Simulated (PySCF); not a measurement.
# One shape, several levels: InN2H4Br (SMILES [NH2][In]([NH2])[Br])

Wanted: a comparison of 6 runs (HF/STO-3G, HF/3-21G, PBE/3-21G, PBE0/def2-SVP, PBE/def2-SVPD, CCSD/def2-SVP) of InN2H4Br. 

The results are computed with PySCF 2.14.0.

2 further runs of the same task are left out: 2 set aside as unsound or not needed.

### Step 1. The system as given

InN2H4Br: 8 atoms, total charge 0, spin state singlet. As SMILES, `[NH2][In]([NH2])[Br]`. The shape is that of a PBE0-D4/def2-TZVP optimisation.

Bond lengths: N1–In2 2.010 Å, In2–N3 2.010 Å, In2–Br4 2.474 Å, N1–H5 1.010 Å, N1–H6 1.010 Å, N3–H7 1.010 Å, N3–H8 1.010 Å. Angles: N1–In2–N3 127.7°, N1–In2–Br4 115.6°, N3–In2–Br4 115.6°, In2–N1–H5 114.7°, In2–N1–H6 117.0°, In2–N3–H7 114.7°, In2–N3–H8 117.0°, H5–N1–H6 109.1°, H7–N3–H8 109.1°.

### Step 2. Energy and gradient at HF/STO-3G (run 1)

input.xyz reads:

```xyz
8
BrH4InN2
N     -0.806900     1.671600     0.052400
In    -0.187500    -0.199500    -0.342200
N      0.818500    -1.443200     0.875200
Br    -1.147900    -1.237100    -2.372700
H     -1.123100     2.190600    -0.754900
H     -0.188200     2.254400     0.598500
H      1.200100    -2.261200     0.421100
H      1.527200    -1.032700     1.466800
```

job.py reads:

```python
from pyscf import gto, scf

mol = gto.Mole()
mol.atom = 'input.xyz'
mol.basis = 'sto-3g'
mol.max_memory = 1860
mol.verbose = 3
mol.charge = 0
mol.build()

mf = scf.RHF(mol)
mf.conv_tol = 1e-10
mf.kernel()
if not mf.converged:
    mf = mf.newton().run(mf.mo_coeff, mf.mo_occ)

energy = mf.e_tot
print('E(%s) = %.9f' % ('HF', energy))
grad = mf.nuc_grad_method().kernel()
mf.analyze()
```

Run with:

```sh
$ OMP_NUM_THREADS=1 python job.py
```

Standard output:

```text
converged SCF energy = -8337.45985478095
[... 18 lines left out ...]
MO #9   energy= -57.6554147883904  occ= 2
[... 9 lines left out ...]
MO #19  energy= -16.6124872569033  occ= 2
[... 9 lines left out ...]
MO #29  energy= -3.0782673325216   occ= 2
[... 9 lines left out ...]
MO #39  energy= -0.597725437812022 occ= 2
[... 9 lines left out ...]
MO #49  energy= -0.29263893691056  occ= 2
[... 9 lines left out ...]
MO #59  energy= 0.780013455268564  occ= 0
[... 9 lines left out ...]
Dipole moment(X, Y, Z, Debye):  3.02391,  1.84351,  1.00252
```

It took 13 s on 1 thread of Intel Xeon at 2.70GHz, shared host; peak memory 0.13 GiB.

### Step 3. Energy and forces at HF/3-21G (run 2)

input.py reads:

```python
import pyscf.grad
from pyscf import gto

mol = gto.Mole()
mol.atom = [
    ('N', (-0.806900, 1.671600, 0.052400)),
    ('In', (-0.187500, -0.199500, -0.342200)),
    ('N', (0.818500, -1.443200, 0.875200)),
    ('Br', (-1.147900, -1.237100, -2.372700)),
    ('H', (-1.123100, 2.190600, -0.754900)),
    ('H', (-0.188200, 2.254400, 0.598500)),
    ('H', (1.200100, -2.261200, 0.421100)),
    ('H', (1.527200, -1.032700, 1.466800)),
]
mol.verbose = 4
mol.basis = '3-21g'
mol.max_memory = 1860
mol.spin = 0
mol.build()

mf = mol.RHF()
mf.conv_tol = 1e-10
mf.kernel()
if not mf.converged:
    mf = mf.newton().run(mf.mo_coeff, mf.mo_occ)

e_tot = mf.e_tot
print('E = %.10f Eh' % e_tot)
grad = mf.Gradients().kernel()
mf.analyze()
```

Run with:

```sh
$ OMP_NUM_THREADS=1 python input.py
```

Standard output:

```text
PySCF version 2.14.0

[... 87 lines left out ...]
MO #4   energy= -138.122894969934  occ= 2
[... 14 lines left out ...]
MO #19  energy= -17.5109466790132  occ= 2
[... 14 lines left out ...]
MO #34  energy= -3.03529679431457  occ= 2
[... 14 lines left out ...]
MO #49  energy= -0.392248952417282 occ= 2
[... 14 lines left out ...]
MO #64  energy= 0.878071224829333  occ= 0
[... 14 lines left out ...]
MO #79  energy= 2.57099236382111   occ= 0
[... 90 lines left out ...]
Dipole moment(X, Y, Z, Debye):  3.89776,  2.39986,  1.38194
```

It took 12 s on 1 thread of Intel Xeon at 2.70GHz, shared host; peak memory 0.16 GiB.

Runs 3 to 4 aren't shown in full; the table further down has their settings and results.

### Step 4. Energy and gradient at PBE/def2-SVPD (core potential) (run 5)

input.py reads:

```python
# [NH2][In]([NH2])[Br]
from pyscf import gto, dft

mol = gto.M(
    atom='''
N     -1.524820     3.158866     0.099022
In    -0.354324    -0.377000    -0.646664
N      1.546741    -2.727253     1.653888
Br    -2.169217    -2.337780    -4.483753
H     -2.122351     4.139634    -1.426554
H     -0.355646     4.260199     1.131001
H      2.267860    -4.273049     0.795764
H      2.885990    -1.951520     2.771850
''',
    basis='def2-svpd',
    unit='bohr',
    max_memory=1860,
    charge=0,
    spin=0,
    ecp={'In': 'def2-svp'},
    verbose=4,
)

mf = dft.RKS(mol)
mf.xc = 'pbe'
mf.grids.level = 5
mf.conv_tol = 1e-10
mf.kernel()
if not mf.converged:
    mf = mf.newton().run(mf.mo_coeff, mf.mo_occ)

energy = mf.e_tot
print(f'total energy: {energy:.8f} hartree')
grad = mf.nuc_grad_method().kernel()
mf.analyze()
```

Run with:

```sh
$ OMP_NUM_THREADS=1 python input.py
```

Standard output:

```text
PySCF version 2.14.0

[... 124 lines left out ...]
MO #15  energy= -2.9368458176765   occ= 2
[... 25 lines left out ...]
MO #41  energy= 0.000204779389265775 occ= 0
[... 25 lines left out ...]
MO #67  energy= 0.268241581434318  occ= 0
[... 25 lines left out ...]
MO #93  energy= 0.693364986593227  occ= 0
[... 25 lines left out ...]
MO #119 energy= 1.80842645084865   occ= 0
[... 25 lines left out ...]
MO #145 energy= 61.0214571019578   occ= 0
[... 156 lines left out ...]
Dipole moment(X, Y, Z, Debye):  2.44026,  1.64646,  1.40953
```

It took 89 s on 1 thread of Intel Xeon at 2.70GHz, shared host; peak memory 1.6 GiB.

### Step 5. A single-point energy at CCSD/def2-SVP (core potential) (run 6)

job.py reads:

```python
from pyscf import gto, scf, cc

mol = gto.M(
    atom='''
N   -0.806900   1.671600   0.052400
In  -0.187500  -0.199500  -0.342200
N    0.818500  -1.443200   0.875200
Br  -1.147900  -1.237100  -2.372700
H   -1.123100   2.190600  -0.754900
H   -0.188200   2.254400   0.598500
H    1.200100  -2.261200   0.421100
H    1.527200  -1.032700   1.466800
''',
    ecp={'In': 'def2-svp'},
    basis='def2-svp',
    verbose=4,
    max_memory=1860,
    spin=0,
)

mf = scf.RHF(mol)
mf.conv_tol = 1e-10
mf.kernel()
if not mf.converged:
    mf = mf.newton().run(mf.mo_coeff, mf.mo_occ)

mycc = cc.CCSD(mf, frozen=15)
mycc.kernel()
e_final = mycc.e_tot
print('Final energy', e_final)
dip = mf.dip_moment()
pop, q = mf.mulliken_pop()
```

Run with:

```sh
$ OMP_NUM_THREADS=1 python job.py
```

Standard output:

```text
PySCF version 2.14.0

[... 66 lines left out ...]
converged SCF energy = -2872.51344743294
[... 12 lines left out ...]
Init t2, MP2 energy = -2873.17866078106  E_corr(MP2) -0.665213348121271
[... 14 lines left out ...]
CCSD converged
[... 1 line left out ...]
Final energy -2873.2029548647424
Dipole moment(X, Y, Z, Debye):  3.09872,  1.92591,  1.16620
[... 115 lines left out ...]
charge of    7H =      0.13821
```

Wall time 61 s (1 thread of Intel Xeon at 2.70GHz, shared host); peak memory 0.81 GiB.

### Step 6. The series

```
run                           level  integration grid  core potential   energy (Eh)  dipole moment (D) of the reference  HOMO energy (eV)  LUMO energy (eV)  wall time
  1                       HF/STO-3G                 –               –  -8337.459855                                3.68             -7.39              6.25       13 s
  2                        HF/3-21G                 –               –  -8385.478709                                4.78            -10.10              1.65       12 s
  3                       PBE/3-21G                 5               –  -8389.280205                                4.18             -4.97             -1.69       31 s
  4  PBE0/def2-SVP (core potential)                 5        def2-svp  -2875.435258                                3.60             -7.05             -1.15       55 s
  5  PBE/def2-SVPD (core potential)                 5        def2-svp  -2875.364425                                3.26             -6.09             -2.38       89 s
  6  CCSD/def2-SVP (core potential)                 –        def2-svp  -2873.202955                                3.83            -10.49              1.79       61 s
```

### Step 7. Results

| quantity | value |
| --- | --- |
| run 6: total energy | -2873.20295 Eh |
| run 6: dipole moment (Hartree–Fock density) | 3.83 D |
| run 6: HOMO energy (Hartree–Fock orbitals) | -10.49 eV |
| run 6: LUMO energy (Hartree–Fock orbitals) | 1.79 eV |
| run 6: HOMO–LUMO gap (Hartree–Fock orbitals) | 12.28 eV |
| run 6: correlation energy (15 core orbitals frozen) | -689.5 mEh |
| run 6: T1 diagnostic | 0.011 |

**Reading.** Over runs 1, 2, 3, 4, 5 the dipole moment (its size) runs from 3.26 D (PBE/def2-SVPD) to 4.78 D (HF/3-21G). The two ends differ in method and basis and core potential. Over runs 1, 2, 3, 4, 5 the HOMO–LUMO gap runs from 3.28 eV (PBE/3-21G) to 13.64 eV (HF/STO-3G). The two ends differ in method and basis. Totals of different functionals can't be ranked against each other. Some runs of one species differ in core potentials or relativity; totals across that change don't compare. In run 1 the basis is minimal, so the values are rough. In runs 1, 2, 3 relativity is left out where basis or elements ask for it. All runs together took 4.3 min, the longest 89 s.
